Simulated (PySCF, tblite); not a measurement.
**C₇H₁₀B₂: geometry, infrared bands and NMR shifts**

Aim: predict the infrared bands and NMR shifts of C₇H₁₀B₂ (`BC1(B)[C@H]2C=C[C@@H]1C=C2`).

Programs: tblite 0.8.0 and PySCF 2.14.0, with density-fitted response routines of our own. Each step states its level of theory. These are calculated values for one molecule in the gas phase, unless marked as measured. Atoms count from 0, in the outputs and in this text.

### 1 The molecule as given

19 atoms, charge 0, multiplicity 1; geometry from: force field or distance geometry start.

Bonds of the start (Å): B0–C1 1.64, C1–B2 1.63, C1–C3 1.54, C3–C4 1.50, C4–C5 1.35, C5–C6 1.52, C6–C7 1.52, C7–C8 1.34, C6–C1 1.54, C8–C3 1.52, B0–H9 1.18, B0–H10 1.18, B2–H11 1.18, B2–H12 1.18, C3–H13 1.11, C4–H14 1.10, C5–H15 1.07, C6–H16 1.11, C7–H17 1.10, C8–H18 1.09.

### 2 Geometry optimisation with GFN2-xTB

The job: settings as JSON, then the geometry in Å.

```
{"job": {"kind": "relax", "xc": "GFN2-xTB", "basis": "xTB"}, "charge": 0, "multiplicity": 1}
B      1.197600    -0.897000     1.510000
C      0.652200    -0.172300     0.147100
B      1.994700     0.039200    -0.744200
C     -0.207700     1.088400     0.365400
C     -0.672600     1.342900    -1.042000
C     -0.864100     0.139400    -1.617600
C     -0.512200    -0.886600    -0.555200
C     -1.597400    -0.731200     0.500600
C     -1.411200     0.465300     1.063500
H      1.911800    -0.318300     2.247000
H      0.851700    -1.998400     1.772000
H      2.103200    -0.526400    -1.776000
H      2.835700     0.772200    -0.369800
H      0.269200     1.939100     0.894100
H     -0.768800     2.312700    -1.544400
H     -1.133400    -0.042700    -2.636500
H     -0.333400    -1.920000    -0.914100
H     -2.345400    -1.476700     0.791900
H     -1.979700     0.879600     1.900800
```

Started as:

```bash
> OMP_NUM_THREADS=1 python probes_run.py task.json out
```

One launch serves the whole session: the jobs run in the order shown.

**Question.** This job is followed by: GFN2-xTB harmonic vibrations, gas phase; GIAO PBE0/pcSseg-1 NMR shielding, non-relativistic, gas phase. Predict these results of the whole session: strongest single infrared mode (GFN2-xTB); zero-point energy (GFN2-xTB); ¹³C shifts against TMS (PBE0/pcSseg-1, means over atoms taken as alike); ¹H shifts against TMS (PBE0/pcSseg-1, means over atoms taken as alike); ¹¹B shifts against BF3·OEt2 (PBE0/pcSseg-1).

As calculated:

| quantity | value |
| --- | --- |
| strongest single infrared mode (GFN2-xTB) | 2679 cm⁻¹, 220 km/mol |
| zero-point energy (GFN2-xTB) | 91.4 kcal/mol |
| ¹³C shifts against TMS (PBE0/pcSseg-1, means over atoms taken as alike) | 162.7, 146.8, 63.2 ppm |
| ¹H shifts against TMS (PBE0/pcSseg-1, means over atoms taken as alike) | 7.54, 7.47, 7.46, 5.19 ppm |
| ¹¹B shifts against BF3·OEt2 (PBE0/pcSseg-1) | 84.4, 84.4 ppm |

In words: Relaxing lowered the energy by 0.282 eV in 50 steps; the close pair that moved most is B0–C1, from 1.637 to 1.573 Å. No mode is imaginary among the 51: a minimum at this level. The strongest single mode, at 2679 cm⁻¹, is carried by H9, H10, H12, H11. GFN2-xTB is a fitted tight-binding method: band positions and strengths are rough. Its intensities can rank the bands wrongly. C4, C5, C7, C8 (mean) (alkene CH) lies farthest downfield among carbon, at 162.7 ppm; as expected for a trigonal carbon in a double bond. The most deshielded hydrogen is H14, H15, H17, H18 (mean) (hydrogen on an alkene CH), at 7.54 ppm: attached to an sp2 carbon and in the plane of the double bond. At PBE0/pcSseg-1: Shielding is most anisotropic at C4, C5, C7, C8 (span 253 ppm, paramagnetic term -229 ppm).
